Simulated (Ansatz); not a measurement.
**TiSi+ (doublet): from Hartree-Fock to the top rungs, def2-TZVPP**

An exercise on one series of results from a longer session: the logs are not shown, and one member is left open.

Computed with Ansatz 0.2.0, Gaussian basis. Level: def2-TZVPP, core rule «outside noble gas», up to 14 orbitals frozen.

Plan: UHF; ROHF; CCSD(T) on UHF.

2 further runs of the same task are left out: 2 set aside as unsound or not needed.

## What is computed

The geometry is a PBE0/def2-TZVP stationary point (not a proven minimum) of the parent state, kept for this charge and spin.

2 atoms, charge 1, spin multiplicity 2.

Atoms are counted from 1 here; the program's logs count them from 0.

Bond lengths: Ti1–Si2 2.187 Å.

As a file:

```xyz
2

Ti    0.0000    0.0000    0.0000
Si    0.0000    0.0000    2.1874
```

The first run:

Contents of in.yaml:

```yaml
crystal:
  periodic: [false, false, false]
  atoms:
    - {symbol: Ti, position_ang: [0.000000, 0.000000, 0.000000]}
    - {symbol: Si, position_ang: [0.000000, 0.000000, 2.187442]}
basis:
  gaussian: {orbitals: def2-TZVPP}
total_charge: 1
magnetization: {spin_polarized: true, initial_magnetization: 1}
hamiltonian: {xc: hf}
output: {orbitals: {seedname: orbitals}}
```

Launch:

```bash
ansatz run in.yaml --threads 1 --pin off --events-out ev --progress --plain --max-ram 4096MiB --backend cpu
```

Steps of the session up to this table: UHF; ROHF; CCSD(T) on UHF.

One table of the session follows, with a row left open; its other results are not shown here.

```
  method  from UCCSD(T) (meV)
    ROHF                    ?
     UHF              +4157.6
    UMP2              +1338.0
   UCCSD               +336.9
UCCSD(T)                    0
```

**Question.** Estimate the row for ROHF.

The run gave: from UCCSD(T) (meV): +6716.9. In the column «from UCCSD(T) (meV)» it is the highest.

The program flags UCCSD(T) as in doubt (see the logs), so the zero of the table is itself unsure.

Caveats from the session: The determinant is far from a pure spin state, so its energy mixes those of several spin states (harmless only where they are near-degenerate, as at dissociation). The program flags UCCSD(T) as in doubt, so the zero of the table is itself unsure.
